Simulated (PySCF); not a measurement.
# C2H5NSSi: the cost of one run

The runs use PySCF 2.14.0, with density-fitted response routines of our own; the level of theory stands in each step. All values are computed, except where a source is named. Atoms count from 0, in the outputs and in this text.

### Step 1. The molecule as given

10 atoms, charge 0, multiplicity 1; geometry from: GFN2-xTB. The atoms were then displaced at random by about 0.01 Å, so the start is not that level's minimum.

Bonds of the start (Å): N0–C1 1.12, C1–C2 1.43, C2–S3 1.88, S3–Si4 2.12, C2–H5 1.10, C2–H6 1.07, Si4–H7 1.46, Si4–H8 1.49, Si4–H9 1.45.

### Step 2. Optimising the geometry at PBE0-D3(BJ)/def2-SVP

What the job is given:

```
{"job": {"xc": "PBE0", "basis": "def2-SVP", "d3": "d3bj", "grid": 1, "shake": 0.01, "kind": "geom"}, "charge": 0, "multiplicity": 1}
N     -1.518390     1.730500    -1.123780
C     -1.482850     0.752660    -0.576590
C     -1.364890    -0.496220     0.100510
S      0.214260    -1.369060    -0.437800
Si     1.703400     0.026500     0.139910
H     -1.304300    -0.335770     1.186520
H     -2.165970    -1.156530    -0.141460
H      2.933810    -0.715780    -0.109660
H      1.479260     0.310470     1.586420
H      1.556110     1.232300    -0.645130
```

On the command line:

```sh
> OMP_NUM_THREADS=1 python probes_run.py task.json out
```

The driver reads the jobs from task.json and runs them one after another.

Q: Estimate the wall time and peak memory of this first job on 1 thread of Arm Neoverse V1, shared host.

About 25 s, with a peak of 0.42 GiB.
